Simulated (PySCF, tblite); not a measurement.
# C₆H₁₁N: a rotation path, then NMR shifts on frames, part 2 of 2

tblite 0.8.0 and PySCF 2.14.0. Atoms count from 0.

### 5 NMR shieldings: image 4, PBE0/pcSseg-1

Job settings and geometry (Å):

```
{"job": {"kind": "nmr", "xc": "PBE0", "basis": "pcSseg-1", "pop": false}, "charge": 0, "multiplicity": 1}
C     -2.453000     1.828300    -0.517600
C     -1.919700     0.780100    -0.737200
C     -1.258600    -0.489600    -0.961500
C      0.192200    -0.512100    -0.402600
C      0.372800    -1.704700     0.550200
N      0.495200     0.773800     0.191900
C      1.864100     0.992700     0.593600
H     -2.905900     2.757000    -0.339400
H     -1.246500    -0.686500    -2.036000
H     -1.851100    -1.276100    -0.485300
H      0.892000    -0.632500    -1.239700
H      1.404900    -1.766600     0.889000
H      0.129400    -2.636600     0.045100
H     -0.275900    -1.594300     1.418700
H     -0.138000     0.963800     0.961500
H      2.520800     0.751100    -0.242700
H      2.186200     0.408600     1.468800
H      1.982400     2.049900     0.831500
```

Method: GIAO PBE0/pcSseg-1 NMR shielding, non-relativistic, gas phase.

Log:

```text
coarse grid: 14400 points
cycle   1  E = -289.4287858064  dE =  7.433e-01  |g| = 4.737e-01  |ddm| = 3.783e+00
cycle   2  E = -289.4328734943  dE = -4.088e-03  |g| = 4.699e-01  |ddm| = 1.096e+00
cycle   3  E = -289.4866976477  dE = -5.382e-02  |g| = 6.853e-02  |ddm| = 5.289e-01
cycle   4  E = -289.4874838428  dE = -7.862e-04  |g| = 2.947e-02  |ddm| = 7.581e-02
cycle   5  E = -289.4876464468  dE = -1.626e-04  |g| = 1.238e-02  |ddm| = 2.839e-02
cycle   6  E = -289.4876789087  dE = -3.246e-05  |g| = 4.512e-03  |ddm| = 1.121e-02
cycle   7  E = -289.4876836629  dE = -4.754e-06  |g| = 6.908e-04  |ddm| = 3.463e-03
final grid: 137336 points
cycle   8  E = -289.5306821554  dE = -4.737e-05  |g| = 9.002e-03  |ddm| = 4.354e-02
cycle   9  E = -289.5306768616  dE =  5.294e-06  |g| = 1.019e-02  |ddm| = 1.785e-02
cycle  10  E = -289.5307025800  dE = -2.572e-05  |g| = 1.375e-03  |ddm| = 9.758e-03
cycle  11  E = -289.5307029774  dE = -3.975e-07  |g| = 4.675e-04  |ddm| = 1.250e-03
cycle  12  E = -289.5307030254  dE = -4.792e-08  |g| = 1.618e-04  |ddm| = 4.074e-04
cycle  13  E = -289.5307030314  dE = -6.034e-09  |g| = 3.016e-05  |ddm| = 1.369e-04
cycle  14  E = -289.5307030316  dE = -1.767e-10  |g| = 9.255e-06  |ddm| = 3.299e-05
converged SCF energy = -289.5307030316

GIAO shielding tensors (ppm)
atom      isotropic    diamagn.    paramagn.     s11        s22        s33       span
  0 C      107.351     257.751    -150.400     33.078     40.695    248.280    215.202
  1 C      101.608     262.144    -160.535      1.715      9.033    294.077    292.362
  2 C      158.370     250.986     -92.617    129.812    163.546    181.751     51.939
  3 C      134.813     244.020    -109.206    122.065    126.096    156.280     34.216
  4 C      163.696     249.995     -86.299    144.731    161.384    184.975     40.244
  5 N      208.057     322.489    -114.432    176.095    188.856    259.222     83.127
  6 C      150.568     244.511     -93.943    131.077    135.565    185.062     53.984
  7 H       30.238      34.376      -4.139     24.789     25.375     40.548     15.759
  8 H       28.685      27.815       0.869     23.360     27.939     34.755     11.395
  9 H       29.730      29.397       0.333     24.314     30.122     34.754     10.440
 10 H       29.061      32.719      -3.658     26.451     27.023     33.709      7.258
 11 H       29.933      31.040      -1.107     24.825     29.253     35.722     10.897
 12 H       30.901      30.446       0.455     26.981     28.351     37.370     10.389
 13 H       31.436      31.566      -0.130     28.322     29.454     36.533      8.210
 14 H       31.936      36.180      -4.243     22.985     33.527     39.297     16.312
 15 H       29.589      29.864      -0.275     25.766     26.918     36.084     10.319
 16 H       28.841      29.792      -0.951     23.631     27.238     35.655     12.024
 17 H       28.622      29.014      -0.391     23.588     26.743     35.536     11.948
```

Run time: 17 s. Hardware: 1 thread of Arm Neoverse V2, shared host; peak memory 0.81 GiB.

This run: δ C1 85.3, C0 79.6, C3 52.1, C6 36.4, H17 3.09, H8 3.03 ppm.

### 6 NMR shieldings: image 6, PBE0/pcSseg-1

Job settings and geometry (Å):

```
{"job": {"kind": "nmr", "xc": "PBE0", "basis": "pcSseg-1", "pop": false}, "charge": 0, "multiplicity": 1}
C     -2.338400     1.959100    -0.956300
C     -1.902400     0.849500    -0.861500
C     -1.372500    -0.488300    -0.691500
C      0.130300    -0.463900    -0.337900
C      0.519200    -1.783400     0.346500
N      0.404800     0.722400     0.446600
C      1.796300     1.002400     0.708500
H     -2.710200     2.934800    -1.050200
H     -1.522800    -1.059600    -1.611200
H     -1.930800    -0.982800     0.109800
H      0.710400    -0.359100    -1.264300
H      1.589800    -1.817600     0.535500
H      0.259400    -2.631200    -0.282600
H     -0.005400    -1.881800     1.296900
H     -0.132800     0.717200     1.306900
H      2.342500     0.963500    -0.234600
H      2.279000     0.312600     1.417100
H      1.874600     2.012600     1.110500
```

Level: GIAO PBE0/pcSseg-1 NMR shielding, non-relativistic, gas phase.

Log:

```text
coarse grid: 14400 points
cycle   1  E = -289.4325084999  dE =  7.469e-01  |g| = 4.769e-01  |ddm| = 3.813e+00
cycle   2  E = -289.4368038158  dE = -4.295e-03  |g| = 4.730e-01  |ddm| = 1.146e+00
cycle   3  E = -289.4914404191  dE = -5.464e-02  |g| = 6.939e-02  |ddm| = 5.466e-01
cycle   4  E = -289.4922438189  dE = -8.034e-04  |g| = 2.998e-02  |ddm| = 7.705e-02
cycle   5  E = -289.4924109386  dE = -1.671e-04  |g| = 1.278e-02  |ddm| = 2.965e-02
cycle   6  E = -289.4924465231  dE = -3.558e-05  |g| = 4.315e-03  |ddm| = 1.147e-02
cycle   7  E = -289.4924508456  dE = -4.322e-06  |g| = 6.819e-04  |ddm| = 3.282e-03
final grid: 137336 points
cycle   8  E = -289.5344786697  dE = -4.556e-05  |g| = 8.530e-03  |ddm| = 4.240e-02
cycle   9  E = -289.5344741501  dE =  4.520e-06  |g| = 9.574e-03  |ddm| = 1.682e-02
cycle  10  E = -289.5344970404  dE = -2.289e-05  |g| = 1.481e-03  |ddm| = 9.150e-03
cycle  11  E = -289.5344975233  dE = -4.829e-07  |g| = 4.596e-04  |ddm| = 1.314e-03
cycle  12  E = -289.5344975706  dE = -4.734e-08  |g| = 1.439e-04  |ddm| = 4.154e-04
cycle  13  E = -289.5344975754  dE = -4.755e-09  |g| = 2.751e-05  |ddm| = 1.289e-04
cycle  14  E = -289.5344975755  dE = -1.442e-10  |g| = 8.987e-06  |ddm| = 3.002e-05
converged SCF energy = -289.5344975755

GIAO shielding tensors (ppm)
atom      isotropic    diamagn.    paramagn.     s11        s22        s33       span
  0 C      107.800     258.671    -150.871     35.988     39.781    247.629    211.641
  1 C      101.307     259.687    -158.379      0.184      8.054    295.683    295.499
  2 C      156.565     251.071     -94.506    130.461    157.840    181.392     50.931
  3 C      130.570     245.312    -114.742    117.548    122.135    152.026     34.478
  4 C      164.867     249.061     -84.194    139.275    168.018    187.308     48.033
  5 N      208.286     322.247    -113.961    176.133    189.338    259.388     83.255
  6 C      150.247     244.506     -94.258    130.830    134.816    185.096     54.265
  7 H       30.240      34.823      -4.582     24.850     25.379     40.492     15.642
  8 H       29.077      27.674       1.403     23.891     28.444     34.896     11.005
  9 H       29.707      29.709      -0.001     24.692     30.241     34.189      9.497
 10 H       29.146      32.670      -3.524     27.019     27.089     33.331      6.313
 11 H       29.863      30.676      -0.813     24.979     28.923     35.689     10.710
 12 H       30.815      29.831       0.984     26.657     28.427     37.361     10.704
 13 H       31.608      31.209       0.399     28.480     29.348     36.996      8.517
 14 H       32.482      35.839      -3.357     24.429     33.088     39.929     15.499
 15 H       29.569      30.060      -0.491     25.746     27.083     35.880     10.134
 16 H       28.803      29.655      -0.852     23.569     27.190     35.650     12.080
 17 H       28.629      28.993      -0.364     23.622     26.710     35.554     11.932
```

Wall time 17 s (1 thread of Arm Neoverse V2, shared host); peak memory 0.81 GiB.

This run: δ C1 85.6, C0 79.1, C3 56.4, C6 36.7, H17 3.09, H16 2.91 ppm.

### 7 NMR shieldings: image 8, PBE0/pcSseg-1

Job settings and geometry (Å):

```
{"job": {"kind": "nmr", "xc": "PBE0", "basis": "pcSseg-1", "pop": false}, "charge": 0, "multiplicity": 1}
C     -2.308000     1.889500    -1.438600
C     -1.923500     0.860800    -0.964700
C     -1.452000    -0.394200    -0.418700
C      0.074400    -0.392300    -0.221100
C      0.545400    -1.801900     0.165600
N      0.413800     0.631900     0.748500
C      1.808700     1.007000     0.800800
H     -2.646200     2.796500    -1.841800
H     -1.727800    -1.203600    -1.100300
H     -1.941300    -0.571600     0.543300
H      0.548200    -0.101800    -1.166700
H      1.622800    -1.817400     0.314300
H      0.301500    -2.515500    -0.617500
H      0.063300    -2.121100     1.089100
H      0.089300     0.356100     1.670500
H      2.111300     1.361700    -0.184700
H      2.490500     0.196300     1.100400
H      1.920900     1.826000     1.510000
```

Method: GIAO PBE0/pcSseg-1 NMR shielding, non-relativistic, gas phase.

Log:

```text
coarse grid: 14400 points
cycle   1  E = -289.4375973549  dE =  7.393e-01  |g| = 4.733e-01  |ddm| = 3.813e+00
cycle   2  E = -289.4427588521  dE = -5.161e-03  |g| = 4.662e-01  |ddm| = 1.083e+00
cycle   3  E = -289.4959543862  dE = -5.320e-02  |g| = 6.585e-02  |ddm| = 4.934e-01
cycle   4  E = -289.4966839233  dE = -7.295e-04  |g| = 2.729e-02  |ddm| = 6.897e-02
cycle   5  E = -289.4968318516  dE = -1.479e-04  |g| = 8.574e-03  |ddm| = 2.539e-02
cycle   6  E = -289.4968444025  dE = -1.255e-05  |g| = 4.641e-03  |ddm| = 8.673e-03
cycle   7  E = -289.4968495757  dE = -5.173e-06  |g| = 7.126e-04  |ddm| = 3.519e-03
final grid: 137336 points
cycle   8  E = -289.5388746164  dE = -4.590e-05  |g| = 8.741e-03  |ddm| = 4.308e-02
cycle   9  E = -289.5388709102  dE =  3.706e-06  |g| = 9.622e-03  |ddm| = 1.676e-02
cycle  10  E = -289.5388941237  dE = -2.321e-05  |g| = 1.099e-03  |ddm| = 9.037e-03
cycle  11  E = -289.5388943709  dE = -2.472e-07  |g| = 4.249e-04  |ddm| = 1.140e-03
cycle  12  E = -289.5388944083  dE = -3.740e-08  |g| = 1.672e-04  |ddm| = 3.887e-04
cycle  13  E = -289.5388944149  dE = -6.610e-09  |g| = 2.988e-05  |ddm| = 1.359e-04
cycle  14  E = -289.5388944151  dE = -1.777e-10  |g| = 9.152e-06  |ddm| = 2.908e-05
converged SCF energy = -289.5388944151

GIAO shielding tensors (ppm)
atom      isotropic    diamagn.    paramagn.     s11        s22        s33       span
  0 C      112.721     259.011    -146.290     39.113     42.931    256.119    217.007
  1 C       98.097     258.003    -159.906     -3.288      3.466    294.112    297.401
  2 C      155.737     249.387     -93.650    136.469    153.298    177.444     40.975
  3 C      126.467     245.815    -119.349    113.087    120.802    145.512     32.425
  4 C      166.642     248.510     -81.868    142.974    168.439    188.512     45.538
  5 N      209.142     321.349    -112.207    165.941    194.104    267.380    101.438
  6 C      149.599     244.504     -94.905    129.504    133.854    185.440     55.937
  7 H       30.435      34.839      -4.404     24.972     25.338     40.994     16.022
  8 H       29.449      28.255       1.194     23.576     29.891     34.880     11.304
  9 H       29.829      29.368       0.460     25.820     29.891     33.775      7.955
 10 H       29.174      33.046      -3.871     27.161     28.124     32.238      5.077
 11 H       29.838      30.660      -0.822     24.813     29.071     35.631     10.818
 12 H       30.854      30.053       0.801     26.419     28.550     37.593     11.174
 13 H       31.548      30.862       0.686     28.365     29.358     36.921      8.555
 14 H       32.586      35.264      -2.678     24.475     32.994     40.288     15.813
 15 H       29.451      30.060      -0.609     25.042     27.552     35.760     10.718
 16 H       28.863      29.629      -0.766     23.609     27.506     35.473     11.864
 17 H       28.766      28.667       0.099     24.173     26.479     35.646     11.473
```

It took 17 s on 1 thread of Arm Neoverse V2, shared host; peak memory 0.81 GiB.

In short: δ C1 88.8, C0 74.2, C3 60.5, C6 37.3, H17 2.95, H16 2.85 ppm.

### 8 Comparing the runs: NMR shifts

Shifts (ppm) of some atoms, chosen among heavy atoms and hydrogens apart, with basis size and wall time:

```tsv
frame	C1	C0	C3	C4	H13	H14	N5	functions	time
image 0	87.1	77.8	56.6	17.2	1.19	0.32	53.5	174	17 s
image 2	86.5	77.6	53.7	20.5	0.70	0.46	52.9	174	17 s
image 4	85.3	79.6	52.1	23.2	0.28	-0.22	59.7	174	17 s
image 6	85.6	79.1	56.4	22.1	0.11	-0.76	59.4	174	17 s
image 8	88.8	74.2	60.5	20.3	0.17	-0.87	58.6	174	17 s
```

### 9 What came out

What follows sums up all 2 parts.

| quantity | value |
| --- | --- |
| barrier | 0.196 eV (4.5 kcal/mol) at image 4 |
| end to end (GFN2-xTB) | 0.054 eV |
| ¹³C shifts against TMS (PBE0/pcSseg-1, image 0) | 87.1, 77.8, 56.6, 36.4, 30.5, 17.2 ppm |
| ¹H shifts against TMS (PBE0/pcSseg-1, image 0) | 2.92, 2.81, 2.73, 2.55, 2.35, 2.15, 1.73, 1.40, 1.19, 0.72, 0.32 ppm |
| ¹⁵N shifts against NH3 (PBE0/pcSseg-1, image 0) | 53.5 ppm |
| range of the shift of C3 | 52.1 to 60.5 ppm |

Along the band the dihedral turns by 130°, and the top (dihedral 0°) lies 4.5 kcal/mol above the start (GFN2-xTB, rough), so at room temperature this motion is fast. The top was not checked by a frequency run. Shifts at one fixed geometry are not the observed spectrum, which averages over the motion. In the first frame run (image 0): The widest tensor belongs to C1: span 290 ppm, with a paramagnetic part of -165 ppm. Across the 5 runs the shift of C3 moves most, between 52.1 (image 4) and 60.5 ppm (image 8).
